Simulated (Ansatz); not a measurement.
# PBE-QIDH/def2-TZVP run of BH3O2 (SMILES OBO)

What is the electronic atomisation energy of BH3O2 at PBE-QIDH/def2-TZVP? 

Program for the calculation: Ansatz 0.2.0.

54 further runs of the same task are left out: 54 set aside as unsound or not needed.

## 1. The molecule

BH3O2 has 6 atoms, charge 0, and is taken as a singlet. SMILES: `OBO`. The shape is that of a PBE0-D4/def2-TZVP optimisation. This is one conformer, not always the lowest.

Bond lengths: O1–B2 1.356 Å, B2–O3 1.356 Å, O1–H4 0.958 Å, B2–H5 1.204 Å, O3–H6 0.958 Å. Angles: O1–B2–O3 116.8°, O1–B2–H5 121.6°, O3–B2–H5 121.6°, B2–O1–H4 112.7°, B2–O3–H6 112.7°.

## 2. A single-point energy at PBE-QIDH/def2-TZVP

File job.yaml:

```yaml
basis:
  gaussian:
    orbitals: def2-TZVP
crystal:
  periodic: [false, false, false]
  atoms:
    - {symbol: O, position_ang: [-1.176200, -0.524500, -0.251800]}
    - {symbol: B, position_ang: [0.049500, 0.028100, -0.072900]}
    - {symbol: O, position_ang: [0.580600, -0.053800, 1.172500]}
    - {symbol: H, position_ang: [-1.494700, -0.433500, -1.150600]}
    - {symbol: H, position_ang: [0.637800, 0.565600, -0.976100]}
    - {symbol: H, position_ang: [1.445200, 0.354100, 1.232800]}
output: {orbitals: {seedname: orbitals}}
correlation:
  frozen_orbitals: {B: 1, H: 0, O: 1}
hamiltonian:
  xc: {name: PBE-QIDH}
accuracy: high
```

Run with:

```
$ ansatz run job.yaml --threads 1 --pin off --max-ram 3480MiB --events-out events.jsonl --progress --plain --runs-dir runs
```

Output:

```text
Warning: RAYON_NUM_THREADS=1 ignored (pool sized by the plan → 1); use --threads N
Functional definition: PBE-QIDH
  name "PBE-QIDH"
  parameter a = 3^(-1/3)
  parameter c = 1/3
  exchange = (1 - a)*pbe_x + a*exact_x
  correlation = (1 - c)*pbe_c + c*(mp2_os + mp2_ss)
1972 factors; integrals over basis functions are off by at most 3.6e-9 eV
mean field evaluation 1: about -4807.8830 eV, gradient 5.1e1 eV
mean field evaluation 2: about -4807.8841 eV, gradient 5.1e1 eV
mean field evaluation 4: about -4812.0960 eV, gradient 2.1e0 eV
mean field evaluation 8: about -4812.1092 eV, gradient 1.0e-2 eV
mean field evaluation 16: about -4812.1092 eV, gradient 1.5e-6 eV
mean field -4812.10922549 eV, -176.8417522721 hartree, gradient 1.9e-8 eV, S^2 0.000000; 0 other end points of the search recorded, 0 dependent functions left out
3 core orbitals not correlated: weight in the atoms' cores, before any rotation towards them, 1.000 or more for the frozen orbitals, at most 0.000 for the correlated occupied ones
reference -4812.10922655 eV, -176.8417523108 hartree; 9, 9 occupied and 99, 99 virtual orbitals, 1972 factors
second order -17.45758815 eV of doubles, -0.00000000 eV of singles
Total energy: -4817.92842260 eV, -177.0556038213 hartree
```

Run time: 3.9 s. Hardware: 1 thread of AMD EPYC 9R45 (Zen 5), shared host; peak memory 0.3 GiB.

## 3. The B atom, same level

File molecule.yaml:

```yaml
basis:
  gaussian:
    orbitals: def2-TZVP
crystal:
  periodic: [false, false, false]
  atoms:
    - {symbol: B, position_ang: [0.000000, 0.000000, 0.000000]}
magnetization:
  spin_polarized: true
  initial_magnetization: 1
correlation:
  frozen_orbitals: {B: 1}
hamiltonian:
  xc: {name: PBE-QIDH}
accuracy: high
```

Run the same way, it converges to -24.61334 Eh (log not shown).

## 4. The H atom at the same level

File in.yaml:

```yaml
crystal:
  periodic: [false, false, false]
  atoms:
    - {symbol: H, position_ang: [0.000000, 0.000000, 0.000000]}
basis:
  gaussian:
    orbitals: def2-TZVP
correlation:
  frozen_orbitals: {H: 0}
accuracy: high
hamiltonian:
  xc: {name: PBE-QIDH}
magnetization:
  spin_polarized: true
  initial_magnetization: 1
```

Run the same way, it converges to -0.50179 Eh (log not shown).

## 5. The O atom, same level

File input.yaml:

```yaml
crystal:
  periodic: [false, false, false]
  atoms:
    - {symbol: O, position_ang: [0.000000, 0.000000, 0.000000]}
basis:
  gaussian: {orbitals: def2-TZVP}
magnetization: {spin_polarized: true, initial_magnetization: 2}
hamiltonian: {xc: {name: PBE-QIDH}}
accuracy: high
correlation: {frozen_orbitals: {O: 1}}
```

Run the same way, it converges to -75.01037 Eh (log not shown).

## 6. Results

At PBE-QIDH/def2-TZVP, 3 core orbitals frozen:

```
                                     quantity          value
                       molecule: total energy  -177.05560 Eh
  molecule: HOMO energy (SCF part's orbitals)      -11.77 eV
  molecule: LUMO energy (SCF part's orbitals)        2.36 eV
molecule: HOMO–LUMO gap (SCF part's orbitals)       14.13 eV
                         B atom: total energy   -24.61334 Eh
                                 B atom: ⟨S²⟩          0.757
                         H atom: total energy    -0.50179 Eh
                                 H atom: ⟨S²⟩          0.750
                         O atom: total energy   -75.01037 Eh
                                 O atom: ⟨S²⟩          2.005
                electronic atomisation energy      24.929 eV
```

**Reading.** Taking the molecule apart into free atoms costs 24.93 eV (575 kcal/mol), before zero-point energy and without spin-orbit coupling.
